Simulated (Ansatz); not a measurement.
**InH2 (SMILES [InH2]) at 6 levels**

Aim: a comparison of 6 runs (UHF/STO-3G, UHF/def2-SVP, UHF/def2-TZVP, U-r2SCAN/def2-SVP, USVWN5/def2-SVPD, UMP2/def2-SVP) of InH2. 

The results are computed with Ansatz 0.2.0.

7 further runs of the same task are left out: 1 that didn't finish, 6 set aside as unsound or not needed.

### Step 1. The structure to begin with

The species is InH2 (3 atoms), meant as a doublet with charge 0. SMILES: `[InH2]`. The coordinates come from a PBE0-D4/def2-TZVP relaxation.

Bond lengths: In1–H2 1.758 Å, In1–H3 1.758 Å. Angles: H2–In1–H3 120.6°.

### Step 2. Energy and gradient at UHF/STO-3G (run 1)

run.yaml

```yaml
basis:
  gaussian:
    orbitals: STO-3G
crystal:
  periodic: [false, false, false]
  atoms:
    - {symbol: In, position_ang: [0.384600, -0.425400, 0.149800]}
    - {symbol: H, position_ang: [0.691300, 1.265400, 0.521600]}
    - {symbol: H, position_ang: [-1.086900, -0.904800, -0.684700]}
output: {forces: true, orbitals: {seedname: orbitals}}
magnetization:
  spin_polarized: true
  initial_magnetization: 1
accuracy: high
hamiltonian:
  xc: hf
```

The run is started by

```
$ ansatz run run.yaml --threads 1 --pin off --max-ram 2610MiB --events-out events.jsonl --progress --plain --runs-dir runs
```

The program printed:

```text
Warning: RAYON_NUM_THREADS=1 ignored (pool sized by the plan → 1); use --threads N
Functional definition: HF
  name "HF"
  exchange = exact_x
  correlation = 0
499 factors; integrals over basis functions are off by at most 4.0e-9 eV
mean field evaluation 1: about -154667.6101 eV, gradient 6.0e0 eV
mean field evaluation 2: about -154667.6195 eV, gradient 5.9e0 eV
mean field evaluation 4: about -154668.3685 eV, gradient 7.2e-1 eV
mean field evaluation 8: about -154668.3894 eV, gradient 1.7e-2 eV
mean field -154668.38936397 eV, -5683.9584711260 hartree, gradient 9.6e-9 eV, S^2 0.751135; 0 other end points of the search recorded, 0 dependent functions left out
the calculation of the forces begins
reference -154668.38936397 eV, -5683.9584711260 hartree; 26, 25 occupied and 3, 4 virtual orbitals, 499 factors
Total energy: -154668.38936397 eV, -5683.9584711260 hartree
Atom 0 at     0.384600    -0.425400     0.149800 Å, force    -1.168104     1.213847    -0.464136 eV/Å
Atom 1 at     0.691300     1.265400     0.521600 Å, force    -0.489412    -1.916706    -0.496111 eV/Å
Atom 2 at    -1.086900    -0.904800    -0.684700 Å, force     1.657516     0.702859     0.960247 eV/Å
Dipole moment:     0.162877    -0.169375     0.064703 e Å
```

Run time: 0.68 s. Hardware: 1 thread of Arm Neoverse V2, shared host.

### Step 3. Energy and forces at UHF/def2-SVP (core potential) (run 2)

molecule.yaml

```yaml
crystal:
  periodic: [false, false, false]
  atoms:
    - symbol: In
      position_ang: [0.384600, -0.425400, 0.149800]
    - symbol: H
      position_ang: [0.691300, 1.265400, 0.521600]
    - symbol: H
      position_ang: [-1.086900, -0.904800, -0.684700]
basis:
  gaussian:
    orbitals: def2-SVP
accuracy: high
magnetization:
  spin_polarized: true
  initial_magnetization: 1
output: {forces: true, orbitals: {seedname: orbitals}}
hamiltonian:
  xc: hf
```

The run is started by

```
$ ansatz run molecule.yaml --threads 1 --pin off --max-ram 2610MiB --events-out events.jsonl --progress --plain --runs-dir runs
```

The program printed (excerpt; [...] marks lines left out):

```text
Warning: RAYON_NUM_THREADS=1 ignored (pool sized by the plan → 1); use --threads N
[... 2 set-up lines as earlier in the session ...]
[...]
839 factors; integrals over basis functions are off by at most 1.9e-9 eV
[...]
mean field -5178.82187812 eV, -190.3181936893 hartree, gradient 9.9e-8 eV, S^2 0.756846; 0 other end points of the search recorded, 0 dependent functions left out
[...]
reference -5178.82187812 eV, -190.3181936893 hartree; 12, 11 occupied and 24, 25 virtual orbitals, 839 factors
Total energy: -5178.82187812 eV, -190.3181936893 hartree
Atom 0 at     0.384600    -0.425400     0.149800 Å, force     0.050683    -0.054272     0.019939 eV/Å
Atom 1 at     0.691300     1.265400     0.521600 Å, force    -0.015022     0.040242    -0.002905 eV/Å
Atom 2 at    -1.086900    -0.904800    -0.684700 Å, force    -0.035660     0.014031    -0.017033 eV/Å
Dipole moment:     0.079340    -0.082436     0.031526 e Å
```

It took 0.84 s on 1 thread of Arm Neoverse V2, shared host.

Runs 3 to 5 aren't shown in full; the table further down has their settings and results.

### Step 4. Energy and gradient at UMP2/def2-SVP (core potential) (run 6)

molecule.yaml: that of step 3 with these lines changed.

```diff
@@ -10,10 +10,7 @@
 basis:
-  gaussian:
-    orbitals: def2-SVP
+  gaussian: {orbitals: def2-SVP}
 accuracy: high
-magnetization:
-  spin_polarized: true
-  initial_magnetization: 1
+total_charge: 0
 output: {forces: true, orbitals: {seedname: orbitals}}
-hamiltonian:
-  xc: hf
+magnetization: {spin_polarized: true, initial_magnetization: 1}
+correlation: {method: mp2, frozen_orbitals: {H: 0, In: 4}}
```

The run is started by

```
$ ansatz run molecule.yaml --threads 1 --pin off --max-ram 2610MiB --events-out events.jsonl --progress --plain --runs-dir runs
```

The program printed (excerpt; [...] marks lines left out):

```text
Warning: RAYON_NUM_THREADS=1 ignored (pool sized by the plan → 1); use --threads N
[... 2 set-up lines as earlier in the session ...]
[...]
839 factors; integrals over basis functions are off by at most 1.9e-9 eV
[...]
mean field -5178.82187812 eV, -190.3181936893 hartree, gradient 9.9e-8 eV, S^2 0.756846; 0 other end points of the search recorded, 0 dependent functions left out
4 core orbitals not correlated: weight in the atoms' cores, before any rotation towards them, 1.000 or more for the frozen orbitals, at most 0.000 for the correlated occupied ones
reference -5178.82187812 eV, -190.3181936893 hartree; 8, 7 occupied and 24, 25 virtual orbitals, 839 factors
second order -2.14887247 eV of doubles, -0.00000000 eV of singles
[...]
Total energy: -5180.97075059 eV, -190.3971632960 hartree
Atom 0 at     0.384600    -0.425400     0.149800 Å, force    -0.063853     0.064935    -0.025548 eV/Å
Atom 1 at     0.691300     1.265400     0.521600 Å, force    -0.026864    -0.103736    -0.027048 eV/Å
Atom 2 at    -1.086900    -0.904800    -0.684700 Å, force     0.090716     0.038800     0.052596 eV/Å
Dipole moment:     0.062482    -0.064912     0.024829 e Å
```

Wall time 1.2 s (1 thread of Arm Neoverse V2, shared host).

### Step 5. All runs side by side

```csv
run,level,core potential,frozen core orbitals,energy (Eh),dipole moment (D),HOMO energy (eV),LUMO energy (eV),wall time
1,UHF/STO-3G,none,–,-5683.958471,1.17,-4.37,5.65,0.68 s
2,UHF/def2-SVP (core potential),def2-SVP,–,-190.318194,0.57,-7.70,0.35,0.84 s
3,UHF/def2-TZVP (core potential),def2-TZVP,–,-190.325441,0.52,-7.75,0.21,2 s
4,U-r2SCAN/def2-SVP (core potential),def2-SVP,–,-191.333256,0.34,-4.79,-2.99,6.3 s
5,USVWN5/def2-SVPD (core potential),def2-SVPD,–,-190.923069,0.34,-4.55,-3.72,2.6 s
6,UMP2/def2-SVP (core potential),def2-SVP,4,-190.397163,0.45,-7.70,0.35,1.2 s
```

### Step 6. Summary of results

| quantity | value |
| --- | --- |
| run 6: total energy | -190.39716 Eh |
| run 6: dipole moment (correlated density) | 0.45 D |
| run 6: HOMO energy (Hartree–Fock orbitals) (highest over α and β) | -7.70 eV |
| run 6: LUMO energy (Hartree–Fock orbitals) (lowest over α and β) | 0.35 eV |
| run 6: correlation energy (4 core orbitals frozen) | -79.0 mEh |
| run 6: ⟨S²⟩ of the reference determinant | 0.757 |
| run 6: largest force on an atom | 0.112 eV/Å |

**Reading.** The dipole moment (its size) runs from 0.34 D (USVWN5/def2-SVPD) to 1.17 D (UHF/STO-3G). The two ends differ in method and basis and core potential. Totals of different functionals can't be ranked against each other. Some runs of one species differ in core potentials or relativity; totals across that change don't compare. In run 1 the basis is minimal, so the values are rough. In run 1 relativity is left out where basis or elements ask for it. All runs together took 14 s, the longest 6.3 s.
